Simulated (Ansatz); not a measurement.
## BHO₂, SMILES O=BO: the interaction energy of a dimer with the counterpoise correction, step by step

With the Python package of Ansatz (0.2.0).

The cells in order, each with its output:

```python
import ansatz as az

FIRST = [
    ("O", (-1.5476, 0.5194, 0.4468)),
    ("B", (-0.4336, 0.1363, 0.2373)),
    ("O", (0.79, -0.2908, 0.0882)),
    ("H", (1.1913, -0.365, -0.7723)),
]
SECOND = [
    ("O", (2.5736, -3.0936, 0.0243)),
    ("B", (2.6458, -2.9728, -1.1639)),
    ("O", (2.7087, -2.7629, -2.4499)),
    ("H", (2.8929, -3.4687, -3.0623)),
]
```

```python
def energy(atoms, ghosts=()):
    molecule = az.Crystal.molecule()
    for symbol, xyz in atoms:
        molecule = molecule.atom(symbol, xyz)
    calc = (
        molecule.calculation()
        .basis(gaussian="cc-pVDZ")
        .functional("b3lyp", dispersion="d3bj")
    )
    deck = calc.input()
    if ghosts:
        deck = deck.set(az.key.basis.gaussian.ghost_atoms, [{"symbol": s, "position_ang": list(xyz)} for s, xyz in ghosts])
    return az.Session.from_dict(deck).plan().execute().report["free_energy_ev"]
```

```python
both = energy(FIRST + SECOND)
alone = energy(FIRST) + energy(SECOND)
ghosted = energy(FIRST, SECOND) + energy(SECOND, FIRST)
print(f"dimer {both:.6f} eV")
print(f"interaction, uncorrected   {96.485332 * (both - alone):8.3f} kJ/mol")
print(f"interaction, counterpoise  {96.485332 * (both - ghosted):8.3f} kJ/mol")
print(f"basis-set superposition    {96.485332 * (alone - ghosted):8.3f} kJ/mol")
```

    dimer -9578.265140 eV
    interaction, uncorrected     -3.686 kJ/mol
    interaction, counterpoise     0.460 kJ/mol
    basis-set superposition       4.146 kJ/mol

Uncorrected it is -3.686 kJ/mol, with the counterpoise correction 0.460 kJ/mol; the difference, 4.15 kJ/mol, is the superposition error. The sign changes with the correction, so this basis doesn't settle it.

What to keep in mind:
- Total energies depend on the basis set; only differences at equal settings carry meaning.
- The dimer is a generated trial pose of unrelaxed monomers, not a minimum, so the figure is no binding energy, and the basis set is small.
- b3lyp holds the VWN-RPA fit, as in Gaussian; the form of ORCA and Turbomole is b3lyp5.
- Wall time of the script: 6.1 s on 1 thread of Arm Neoverse V2 (shared host), peak memory 0.23 GiB.
